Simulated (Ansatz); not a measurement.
Working through an equation of state with a fit of TiPd, space group P4/mmm

Program: the Ansatz DFT code, driven from Python.

Interactive session:
```pycon
>>> import ansatz as az
>>> from ase.eos import EquationOfState
>>> from ase.units import GPa
>>> import numpy as np
>>> vectors0 = np.array([
...     [2.81470904, 0.0, 0.0],
...     [0.0, 2.81470904, 0.0],
...     [0.0, 0.0, 3.86576424],
... ])
>>> sites = [
...     ("Ti", [0.0, 0.0, 0.0]),
...     ("Pd", [0.5, 0.5, 0.5]),
... ]
>>> def make_crystal(cell):
...     crystal = az.Crystal(lattice=az.Lattice.of(cell))
...     for symbol, position in sites:
...         crystal = crystal.atom(symbol, position)
...     return crystal
...
>>> # scale the volume, keep shape and fractions
>>> volumes, energies, pressures = [], [], []
>>> for scale in np.linspace(0.95, 1.07, 5):
...     cell = vectors0 * scale ** (1 / 3)
...     job = make_crystal(cell).calculation()
...     job = job.functional("r2scan")
...     job = job.occupations("methfessel_paxton").basis(650)
...     job = job.kpoints(10, 10, 8)
...     job = job.stress()
...     rep = job.run(threads=1).report
...     volumes.append(abs(np.linalg.det(cell)) / len(sites))
...     energies.append(rep["free_energy_ev"] / len(sites))
...     pressures.append(np.trace(rep["stress_gpa"]) / 3)
...     print(f"V = {volumes[-1]:8.4f} A^3/atom  F = {energies[-1]:.5f} eV/atom  P = {pressures[-1]:8.3f} GPa")
...
V =  14.5478 A^3/atom  F = -4745.56988 eV/atom  P =    9.401 GPa
V =  15.0072 A^3/atom  F = -4745.58779 eV/atom  P =    3.260 GPa
V =  15.4666 A^3/atom  F = -4745.58948 eV/atom  P =   -1.933 GPa
V =  15.9260 A^3/atom  F = -4745.57746 eV/atom  P =   -6.325 GPa
V =  16.3854 A^3/atom  F = -4745.55385 eV/atom  P =  -10.038 GPa
>>> eos = EquationOfState(volumes, energies, eos="vinet")
>>> v0, e0, bulk = eos.fit()
>>> print(f"V0 = {v0:.4f} A^3/atom, E0 = {e0:.5f} eV/atom, B = {bulk / GPa:.1f} GPa")
V0 = 15.2864 A^3/atom, E0 = -4745.59058 eV/atom, B = 169.6 GPa
>>> eos.plot("eos.png")
<Axes: title={'center': 'vinet: E: -4745.591 eV, V: 15.286 Å$^3$, B: 169.575 GPa'}, xlabel='volume [Å$^3$]', ylabel='energy [eV]'>
```

A third-order Birch-Murnaghan fit through the 5 points (the script's own form differs a little) has its minimum at 15.29 Å³ an atom, 0.2 % below the typed cell, with a bulk modulus of 169 GPa and dB/dP = 4.6. From that minimum the energy rises by 20.7 meV an atom on the compressed side and 36.7 meV on the expanded side.

Notes:
- Absolute energies stand on the zero of these potentials, so only differences at equal settings mean something.
- Spin is left out of this run.
- Shape and fractional positions are held along the curve, so the bulk modulus is an upper value where they are free to relax.
- Pressure is positive in compression.
- The structure comes from a database of computed cells and needn't be a stable or known phase.
- Hardware and time: 45 s on 1 thread of Arm Neoverse V2, with other jobs on the host, peak memory 0.55 GiB.
